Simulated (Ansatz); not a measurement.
# C₆H₁₅FO₂Sn: basis-set convergence

Aim: see how fast density functionals converge with the basis set for C₆H₁₅FO₂Sn.

Computed with Ansatz 0.2.0, Gaussian basis. Level: one geometry, several basis sets.

The runs, in order: PBE0-D4/def2-SVP; ωB97M-V/def2-SVP; PBE0-D4/def2-QZVPP; ωB97M-V/def2-QZVPP; the functionals' def2-TZVPP values are taken from earlier runs.

### 1 Structure used throughout

An earlier PBE0-D4 in a triple-zeta def2 set relaxation fixed the geometry. Sn takes the def2 core potential; no spin-orbit term is included.

SMILES `C[O][Sn]([F])([O]C)[C](C)(C)C`, 25 atoms, charge 0, spin multiplicity 1.

Atoms are counted from 1 here; the program's logs count them from 0.

Bond lengths: C1–O2 1.412 Å, C1–H11 1.096 Å, C1–H12 1.096 Å, C1–H13 1.093 Å, O2–Sn3 1.946 Å, Sn3–F4 1.933 Å, Sn3–O5 1.954 Å, Sn3–C7 2.154 Å, O5–C6 1.410 Å, C6–H14 1.094 Å, C6–H15 1.098 Å, C6–H16 1.095 Å, C7–C8 1.522 Å, C7–C9 1.522 Å, C7–C10 1.523 Å, C8–H17 1.093 Å, C8–H18 1.097 Å, C8–H19 1.093 Å and more. Angles: O2–C1–H11 112.3°, O2–C1–H12 111.7°, O2–C1–H13 107.9°, H11–C1–H12 108.4°, H11–C1–H13 108.2°, H12–C1–H13 108.2°, C1–O2–Sn3 120.9°, O2–Sn3–F4 107.2°, O2–Sn3–O5 105.6°, O2–Sn3–C7 111.4°, F4–Sn3–O5 102.8°, F4–Sn3–C7 110.3°, O5–Sn3–C7 118.7°, Sn3–O5–C6 121.9°, O5–C6–H14 107.9°, O5–C6–H15 111.9°, O5–C6–H16 112.7°, H14–C6–H15 107.9° and more.

### 2 PBE0-D4 in def2-SVP

in.yaml reads:

```yaml
crystal:
  periodic: [false, false, false]
  atoms:
    - {symbol: C, position_ang: [-1.603696, 1.040396, -2.923211]}
    - {symbol: O, position_ang: [-0.525276, 0.432011, -2.245197]}
    - {symbol: Sn, position_ang: [-0.626611, 0.058852, -0.338124]}
    - {symbol: F, position_ang: [-2.056513, -1.216367, -0.080354]}
    - {symbol: O, position_ang: [-1.342368, 1.683919, 0.476875]}
    - {symbol: C, position_ang: [-2.316510, 1.639150, 1.495243]}
    - {symbol: C, position_ang: [1.229414, -0.741186, 0.407484]}
    - {symbol: C, position_ang: [1.494645, -2.051364, -0.321227]}
    - {symbol: C, position_ang: [1.075712, -0.971489, 1.904421]}
    - {symbol: C, position_ang: [2.327030, 0.274538, 0.121282]}
    - {symbol: H, position_ang: [-1.949007, 1.951466, -2.421448]}
    - {symbol: H, position_ang: [-2.454902, 0.357511, -3.026341]}
    - {symbol: H, position_ang: [-1.260734, 1.311500, -3.925448]}
    - {symbol: H, position_ang: [-2.753052, 2.637667, 1.587958]}
    - {symbol: H, position_ang: [-1.880573, 1.370362, 2.466271]}
    - {symbol: H, position_ang: [-3.123081, 0.931031, 1.277308]}
    - {symbol: H, position_ang: [1.594684, -1.907465, -1.399605]}
    - {symbol: H, position_ang: [2.435463, -2.481054, 0.045431]}
    - {symbol: H, position_ang: [0.705005, -2.785734, -0.145545]}
    - {symbol: H, position_ang: [0.277646, -1.682620, 2.131185]}
    - {symbol: H, position_ang: [0.873451, -0.042948, 2.444562]}
    - {symbol: H, position_ang: [2.010445, -1.385973, 2.302350]}
    - {symbol: H, position_ang: [3.283668, -0.118653, 0.487735]}
    - {symbol: H, position_ang: [2.148284, 1.227110, 0.626424]}
    - {symbol: H, position_ang: [2.436875, 0.469342, -0.948031]}
basis:
  gaussian: {orbitals: def2-SVP}
hamiltonian: {xc: pbe0, dispersion: d4}
output: {orbitals: {seedname: orbitals}}
```

After this run come: ωB97M-V in def2-SVP; PBE0-D4 in def2-QZVPP; ωB97M-V in def2-QZVPP.

Before running them: what should the planned runs give, taken together? Wanted: PBE0-D4: double and triple zeta above quadruple; ωB97M-V: double and triple zeta above quadruple.

As calculated:

| quantity | value |
| --- | --- |
| PBE0-D4: double and triple zeta above quadruple | 16.80, 0.84 eV |
| ωB97M-V: double and triple zeta above quadruple | 17.42, 0.81 eV |

For PBE0-D4 the step from double to triple zeta gains 15.96 eV and the next only 0.84 eV. These are total energies; as a rule much of such shifts cancels in differences, which this series doesn't test.
